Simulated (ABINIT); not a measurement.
CoSi: band structure with PBE

The system is CoSi.

```
CELL_PARAMETERS angstrom
4.43800 0.00000 0.00000
0.00000 4.43800 0.00000
0.00000 0.00000 4.43800
ATOMIC_POSITIONS crystal
Co 0.86000 0.64000 0.36000
Co 0.64000 0.36000 0.86000
Co 0.36000 0.86000 0.64000
Co 0.14000 0.14000 0.14000
Si 0.15700 0.34300 0.65700
Si 0.34300 0.65700 0.15700
Si 0.65700 0.15700 0.34300
Si 0.84300 0.84300 0.84300
```

```
Program             : ABINIT 10.8.3 (patched build)
Task                : band structure
Functional          : PBE
Potentials or basis : JTH PAW PBE v2.0
Cutoff              : 707 eV
k mesh              : 5 × 5 × 5
Occupations         : fermi-dirac, width 0.05 eV
Spin                : collinear spin, ferromagnetic start
Starting moments    : [2.0, 2.0, 2.0, 2.0, 0.0, 0.0, 0.0, 0.0] μB
Fine-grid cutoff    : 1306.15 eV
```

- Pressure: -0.1 GPa
- Largest force: 0.258 eV/Å
- Band gap on the k mesh: none (metal or under the smearing width)
- Net moment: 0.00 μB per cell
- Valence electrons inside the program's atomic spheres: Co 15.75; Si 1.55

Forces on the atoms (eV/Å):
```
Co  -0.149  0.149 -0.149
Co   0.149 -0.149 -0.149
Co  -0.149 -0.149  0.149
Co   0.149  0.149  0.149
Si   0.020 -0.020  0.020
Si  -0.020  0.020  0.020
Si   0.020  0.020 -0.020
Si  -0.020 -0.020 -0.020
```

Levels at the corners of the path, in eV from the Fermi level:
Spin up:
```tsv
point	band 39	band 40	band 41	band 42	band 43	band 44	band 45	band 46
Γ	-0.80	-0.80	-0.04	-0.04	-0.04	2.42	2.42	2.42
X	-0.70	-0.70	-0.50	-0.50	0.96	0.96	1.42	1.42
M	-1.04	-1.04	-0.06	-0.06	0.53	0.53	1.95	1.95
Γ	-0.80	-0.80	-0.04	-0.04	-0.04	2.42	2.42	2.42
R	-1.25	-1.25	-0.24	-0.24	-0.24	-0.24	5.27	5.27
X	-0.70	-0.70	-0.50	-0.50	0.96	0.96	1.42	1.42
```
Spin down:
```
point  band 39  band 40  band 41  band 42  band 43  band 44  band 45  band 46
    Γ    -0.80    -0.80    -0.04    -0.04    -0.04     2.42     2.42     2.42
    X    -0.70    -0.70    -0.50    -0.50     0.96     0.96     1.42     1.42
    M    -1.04    -1.04    -0.06    -0.06     0.53     0.53     1.95     1.95
    Γ    -0.80    -0.80    -0.04    -0.04    -0.04     2.42     2.42     2.42
    R    -1.25    -1.25    -0.24    -0.24    -0.24    -0.24     5.27     5.27
    X    -0.70    -0.70    -0.50    -0.50     0.96     0.96     1.42     1.42
```

Run time: 17 min on 4 MPI ranks on Arm Neoverse V2 (shared host), peak memory 0.92 GiB a rank.

Caveat: the starting moments collapsed, and a magnetic state may lie lower.
